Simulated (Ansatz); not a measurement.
# An O vacancy and H started in the widest void in rutile SiO2, 12 atoms, charge +1

Which settings matter for this cell? A base run comes first, then runs with one to three settings changed.

All numbers are computed with Ansatz 0.2.0 (PAW, plane waves).

1 further run of the same task is left out (it didn't finish).

## 1. The starting cell

12 atoms (4 Si, 7 O, 1 H); a = 4.194 Å, b = 4.194 Å, c = 5.357 Å, α = 90.00°, β = 90.00°, γ = 90.00°. All atoms were shaken off their sites by about 0.02 Å along each axis. Defect site 1: (0.306, 0.306, 0.500). Defect site 2: (0.925, 0.381, 0.250). Starting moments add up to 2 μB.

## 2. PBEsol single point

Input file in.yaml:

```yaml
crystal:
  lattice:
    - [4.194347, 0.000000, 0.000000]
    - [0.000000, 4.194347, 0.000000]
    - [0.000000, 0.000000, 5.357095]
  atoms:
    - { symbol: Si, position: [0.995431, 0.001302, 0.996637], spin: 0.2 }
    - { symbol: Si, position: [0.001679, 0.003049, 0.500347], spin: 0.2 }
    - { symbol: Si, position: [0.502528, 0.499212, 0.248882], spin: 0.2 }
    - { symbol: Si, position: [0.502919, 0.507022, 0.754425], spin: 0.2 }
    - { symbol: O, position: [0.313513, 0.309779, 0.998148], spin: 0.2 }
    - { symbol: O, position: [0.702201, 0.696765, 0.003190], spin: 0.2 }
    - { symbol: O, position: [0.691576, 0.702502, 0.503119], spin: 0.2 }
    - { symbol: O, position: [0.196148, 0.809254, 0.249204], spin: 0.2 }
    - { symbol: O, position: [0.193010, 0.807450, 0.754826] }
    - { symbol: O, position: [0.805035, 0.194199, 0.248635], spin: 0.2 }
    - { symbol: O, position: [0.800959, 0.195123, 0.753921] }
    - { symbol: H, position: [0.930395, 0.385335, 0.247393], spin: 0.2 }
kpoints:
  mp_grid: { grid: [2, 2, 2], shift: [0.5, 0.5, 0.5] }
hamiltonian:
  xc: pbesol
total_charge: 1
magnetization:
  spin_polarized: true
scf:
  occupations: { method: fermi_dirac, width: 0.01 }
output:
  forces: true
  eigenvalues: true
  populations: true
  charged_corrections: { epsilon: 11 }
```

Command:

```console
$ ansatz run in.yaml --threads 8 --pin off --max-ram 13300MiB --runs-dir r --events-out ev --progress --plain
```

## 3. Changed settings: occupations Gaussian

in.yaml: that of step 2 with these lines changed.

```diff
@@ -26,3 +26,4 @@
 scf:
-  occupations: { method: fermi_dirac, width: 0.01 }
+  occupations: { method: gaussian, width: 0.01 }
+  max_iter: 50
 output:
@@ -30,3 +31,6 @@
   eigenvalues: true
-  populations: true
-  charged_corrections: { epsilon: 11 }
+  stress: true
+  write_density: true
+  write_potential: true
+  elf: true
+  volumetric_format: npy
```

## 4. Changed settings: k points 1×1×2, at most 6 cycles

in.yaml: that of step 3 with these lines changed.

```diff
@@ -19,3 +19,3 @@
 kpoints:
-  mp_grid: { grid: [2, 2, 2], shift: [0.5, 0.5, 0.5] }
+  mp_grid: { grid: [1, 1, 2] }
 hamiltonian:
@@ -26,4 +26,4 @@
 scf:
-  occupations: { method: gaussian, width: 0.01 }
-  max_iter: 50
+  occupations: { method: fermi_dirac, width: 0.01 }
+  max_iter: 6
 output:
@@ -32,5 +32 @@
   stress: true
-  write_density: true
-  write_potential: true
-  elf: true
-  volumetric_format: npy
```

## 5. Variant: smearing width 0.001 eV, cutoff 550 eV

in.yaml: that of step 4 with these lines changed.

```diff
@@ -19,3 +19,4 @@
 kpoints:
-  mp_grid: { grid: [1, 1, 2] }
+  mp_grid: { grid: [2, 2, 2], shift: [0.5, 0.5, 0.5] }
+basis: { ecutwfc: 550 }
 hamiltonian:
@@ -26,4 +27,4 @@
 scf:
-  occupations: { method: fermi_dirac, width: 0.01 }
-  max_iter: 6
+  occupations: { method: fermi_dirac, width: 0.001 }
+  max_iter: 70
 output:
```

## 6. Variant: density threshold 1e-12 eV

in.yaml: that of step 5 with these lines changed.

```diff
@@ -20,3 +20,2 @@
   mp_grid: { grid: [2, 2, 2], shift: [0.5, 0.5, 0.5] }
-basis: { ecutwfc: 550 }
 hamiltonian:
@@ -27,4 +26,5 @@
 scf:
-  occupations: { method: fermi_dirac, width: 0.001 }
-  max_iter: 70
+  occupations: { method: fermi_dirac, width: 0.01 }
+  max_iter: 60
+  convergence: { dr2_threshold: 1e-12 }
 output:
```

## 7. Changed settings: starting moment 4 μB, occupations Methfessel–Paxton, mixing beta 0.6

Input file in.yaml:

```yaml
crystal:
  lattice:
    - [4.194347, 0.000000, 0.000000]
    - [0.000000, 4.194347, 0.000000]
    - [0.000000, 0.000000, 5.357095]
  atoms:
    - { symbol: Si, position: [0.995431, 0.001302, 0.996637] }
    - { symbol: Si, position: [0.001679, 0.003049, 0.500347] }
    - { symbol: Si, position: [0.502528, 0.499212, 0.248882] }
    - { symbol: Si, position: [0.502919, 0.507022, 0.754425] }
    - { symbol: O, position: [0.313513, 0.309779, 0.998148] }
    - { symbol: O, position: [0.702201, 0.696765, 0.003190] }
    - { symbol: O, position: [0.691576, 0.702502, 0.503119] }
    - { symbol: O, position: [0.196148, 0.809254, 0.249204] }
    - { symbol: O, position: [0.193010, 0.807450, 0.754826] }
    - { symbol: O, position: [0.805035, 0.194199, 0.248635] }
    - { symbol: O, position: [0.800959, 0.195123, 0.753921] }
    - { symbol: H, position: [0.930395, 0.385335, 0.247393] }
kpoints:
  mp_grid: { grid: [2, 2, 2], shift: [0.5, 0.5, 0.5] }
hamiltonian:
  xc: pbesol
total_charge: 1
magnetization:
  spin_polarized: true
  initial_magnetization: 4
scf:
  occupations: { method: methfessel_paxton, width: 0.01 }
  max_iter: 70
  mixing: { beta: 0.6 }
output:
  forces: true
  eigenvalues: true
  stress: true
```

**Question.** What will these runs give? Wanted: for each run, settings; status; energy from base; forces from base.

**Answer**, as computed:

| settings | status | cycles | time | energy from base (meV/atom) | forces from base (eV/Å rms) | filled to empty level on the mesh (eV) |
| --- | --- | --- | --- | --- | --- | --- |
| base | converged | 14 | 1.5 s (8 CPU threads) | 0 | 0 | 3.09 |
| occupations Gaussian | converged | 14 | 1.7 s (8 CPU threads) | 0.0 | 0.000 | 3.09 |
| k points 1×1×2, at most 6 cycles | not converged | - | 0.6 s (8 CPU threads) | - | - | - |
| smearing width 0.001 eV, cutoff 550 eV | converged | 15 | 2 s (8 CPU threads) | -4.0 | 0.004 | 3.09 |
| density threshold 1e-12 eV | converged | 16 | 1.7 s (8 CPU threads) | 0.0 | 0.000 | 3.09 |
| starting moment 4 μB, occupations Methfessel–Paxton, mixing beta 0.6 | converged | 14 | 1.6 s (8 CPU threads) | 0.0 | 0.000 | 3.09 |

**Reading.** Among these variants the forces move most with smearing width 0.001 eV, cutoff 550 eV (0.004 eV/Å rms). 1 of 5 variants gave no result: k points 1×1×2, at most 6 cycles (not converged).
